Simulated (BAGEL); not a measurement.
**SiNH4O2F (SMILES N[Si](O)(O)F) at HF/3-21G (density fitting with qzvpp-jkfit)**

Aim: the vertical ionisation energy of SiNH4O2F at HF/3-21G (density fitting with qzvpp-jkfit), from 2 runs. 

The results are computed with BAGEL 1.2.2.

## (1) The molecule

The species is SiNH4O2F (9 atoms), meant as a singlet with charge 0. SMILES: `N[Si](O)(O)F`. Geometry: relaxed at PBE0-D4/def2-TZVP. This is one conformer, not always the lowest.

Bond lengths: N1–Si2 1.687 Å, Si2–O3 1.629 Å, Si2–O4 1.629 Å, Si2–F5 1.593 Å, N1–H6 1.005 Å, N1–H7 1.006 Å, O3–H8 0.958 Å, O4–H9 0.958 Å. Some angles: N1–Si2–O3 105.4°, N1–Si2–O4 110.7°, N1–Si2–F5 115.6°, O3–Si2–O4 115.7°, O3–Si2–F5 107.5°, O4–Si2–F5 102.2°, Si2–N1–H6 121.5°, Si2–N1–H7 120.8°, Si2–O3–H8 117.1°, Si2–O4–H9 116.2°.

## (2) A single-point energy at HF/3-21G (density fitting with qzvpp-jkfit)

job.json reads:

```json
{ "bagel" : [

{
  "title" : "molecule",
  "basis" : "3-21g",
  "df_basis" : "qzvpp-jkfit",
  "angstrom" : true,
  "geometry" : [
    { "atom" : "N", "xyz" : [      -0.604600,       0.416500,      -1.168500 ] },
    { "atom" : "Si", "xyz" : [       0.279400,       0.083100,       0.229100 ] },
    { "atom" : "O", "xyz" : [       0.807700,      -1.448100,       0.051700 ] },
    { "atom" : "O", "xyz" : [      -0.615900,       0.372400,       1.559000 ] },
    { "atom" : "F", "xyz" : [       1.555000,       1.005700,       0.473300 ] },
    { "atom" : "H", "xyz" : [      -1.149100,       1.257000,      -1.257600 ] },
    { "atom" : "H", "xyz" : [      -0.316200,       0.050400,      -2.059800 ] },
    { "atom" : "H", "xyz" : [       1.589200,      -1.699800,       0.545000 ] },
    { "atom" : "H", "xyz" : [      -1.456800,      -0.083500,       1.610700 ] }
  ]
},

{ "title" : "hf" },

{ "title" : "print", "file" : "orbitals.molden", "orbitals" : true }

]}
```

Command:

```
BAGEL_NUM_THREADS=1 BAGEL job.json > job.out
```

The program printed:

```text
* using 1 threads per process

  ===============================================================
  ===============================================================

  *** Geometry ***

  { "atom" : "N", "xyz" : [     -1.142528,      0.787071,     -2.208145 ] },
  { "atom" : "Si", "xyz" : [      0.527989,      0.157036,      0.432936 ] },
  { "atom" : "O", "xyz" : [      1.526332,     -2.736512,      0.097699 ] },
  { "atom" : "O", "xyz" : [     -1.163882,      0.703734,      2.946083 ] },
  { "atom" : "F", "xyz" : [      2.938524,      1.900498,      0.894407 ] },
  { "atom" : "H", "xyz" : [     -2.171484,      2.375386,     -2.376520 ] },
  { "atom" : "H", "xyz" : [     -0.597531,      0.095242,     -3.892458 ] },
  { "atom" : "H", "xyz" : [      3.003153,     -3.212156,      1.029901 ] },
  { "atom" : "H", "xyz" : [     -2.752953,     -0.157792,      3.043782 ] },

  Number of auxiliary basis functions:      508

  Since a DF basis is specified, we compute 2- and 3-index integrals:
    o Being stored without compression. Storage requirement is 0.013 GB

  Number of basis functions:       57
  Number of electrons      :       50

    * METHOD: MOLECULE                             0.21

  *** RHF ***

  === Nuclear Repulsion ===
   268.0707843264

      * DIIS with orbital gradients will be used.

  === RHF iteration (3-21g) ===
      0       -591.63101367          0.03281432           0.05
      1       -591.82398730          0.01625297           0.05
      2       -591.87981880          0.00102899           0.05
      3       -591.88028760          0.00031565           0.05
      4       -591.88031675          0.00008203           0.05
      5       -591.88032072          0.00001341           0.04
      6       -591.88032086          0.00000363           0.04
      7       -591.88032087          0.00000167           0.05
      8       -591.88032087          0.00000035           0.05
      9       -591.88032087          0.00000013           0.04
     10       -591.88032087          0.00000004           0.05
     11       -591.88032087          0.00000001           0.05
    * SCF iteration converged.

    * Permanent dipole moment:
           (    0.485719,     0.321600,     0.471366) a.u.

    * METHOD: HF                                   0.69

    * METHOD: PRINT                                0.01

  ===============================================================
```

It took 1 s on 1 thread of Arm Neoverse V1, shared host; peak memory 0.093 GiB.

## (3) The doublet cation

input.json reads:

```json
{ "bagel": [

{
  "title": "molecule",
  "basis": "3-21g",
  "df_basis": "qzvpp-jkfit",
  "angstrom": true,
  "geometry": [
    { "atom": "N", "xyz": [   -0.604600,    0.416500,   -1.168500 ] },
    { "atom": "Si", "xyz": [    0.279400,    0.083100,    0.229100 ] },
    { "atom": "O", "xyz": [    0.807700,   -1.448100,    0.051700 ] },
    { "atom": "O", "xyz": [   -0.615900,    0.372400,    1.559000 ] },
    { "atom": "F", "xyz": [    1.555000,    1.005700,    0.473300 ] },
    { "atom": "H", "xyz": [   -1.149100,    1.257000,   -1.257600 ] },
    { "atom": "H", "xyz": [   -0.316200,    0.050400,   -2.059800 ] },
    { "atom": "H", "xyz": [    1.589200,   -1.699800,    0.545000 ] },
    { "atom": "H", "xyz": [   -1.456800,   -0.083500,    1.610700 ] }
  ]
},
{
  "title": "uhf",
  "charge": 1,
  "nopen": 1
},
{
  "title": "print",
  "file": "orbitals.molden",
  "orbitals": true
}

]}
```

Command:

```
BAGEL_NUM_THREADS=1 BAGEL input.json > input.out
```

The program printed:

```text
* using 1 threads per process

  ===============================================================
  ===============================================================

  *** Geometry ***

  { "atom" : "N", "xyz" : [     -1.142528,      0.787071,     -2.208145 ] },
  { "atom" : "Si", "xyz" : [      0.527989,      0.157036,      0.432936 ] },
  { "atom" : "O", "xyz" : [      1.526332,     -2.736512,      0.097699 ] },
  { "atom" : "O", "xyz" : [     -1.163882,      0.703734,      2.946083 ] },
  { "atom" : "F", "xyz" : [      2.938524,      1.900498,      0.894407 ] },
  { "atom" : "H", "xyz" : [     -2.171484,      2.375386,     -2.376520 ] },
  { "atom" : "H", "xyz" : [     -0.597531,      0.095242,     -3.892458 ] },
  { "atom" : "H", "xyz" : [      3.003153,     -3.212156,      1.029901 ] },
  { "atom" : "H", "xyz" : [     -2.752953,     -0.157792,      3.043782 ] },

  Number of auxiliary basis functions:      508

  Since a DF basis is specified, we compute 2- and 3-index integrals:
    o Being stored without compression. Storage requirement is 0.013 GB

  Number of basis functions:       57
  Number of electrons      :       50

    * METHOD: MOLECULE                             0.21

  *** Open-shell HF ***

  === Nuclear Repulsion ===
   268.0707843264

      * DIIS with orbital gradients will be used.

  === UHF iteration (3-21g) ===
      0       -591.29062513          0.05986526           0.09
      1       -591.47080447          0.03421898           0.09
      2       -591.51462906          0.01954724           0.09
      3       -591.53463156          0.00083407           0.09
      4       -591.53491335          0.00029786           0.09
      5       -591.53495402          0.00011217           0.09
      6       -591.53497264          0.00002591           0.09
      7       -591.53497546          0.00001373           0.09
      8       -591.53497630          0.00000735           0.09
      9       -591.53497646          0.00000281           0.09
     10       -591.53497646          0.00000125           0.09
     11       -591.53497646          0.00000062           0.09
     12       -591.53497646          0.00000032           0.09
     13       -591.53497646          0.00000017           0.09
     14       -591.53497646          0.00000008           0.09
     15       -591.53497646          0.00000004           0.09
     16       -591.53497646          0.00000003           0.09
     17       -591.53497646          0.00000001           0.09
     18       -591.53497646          0.00000001           0.09
    * SCF iteration converged.

    * S^2 (UHF) is 0.7568

    * Permanent dipole moment:
           (    1.864224,    -0.108116,     2.511514) a.u.

    * METHOD: UHF                                  1.80

    * METHOD: PRINT                                0.01

  ===============================================================
```

Run time: 2.1 s. Hardware: 1 thread of Arm Neoverse V1, shared host; peak memory 0.093 GiB.

## (4) Outcome

At HF/3-21G (density fitting with qzvpp-jkfit):

```
                                          quantity          value
                    singlet SiNH4O2F: total energy  -591.88032 Eh
                   singlet SiNH4O2F: dipole moment         1.90 D
                     singlet SiNH4O2F: HOMO energy      -11.60 eV
                     singlet SiNH4O2F: LUMO energy        5.77 eV
                   singlet SiNH4O2F: HOMO–LUMO gap       17.36 eV
                      doublet cation: total energy  -591.53498 Eh
                              doublet cation: ⟨S²⟩          0.757
vertical ionisation energy (to the doublet cation)       9.397 eV
```

Removing an electron at fixed nuclei costs 9.40 eV (217 kcal/mol). −ε(HOMO) before ionisation, 11.60 eV, is 2.20 eV above this ionisation energy.
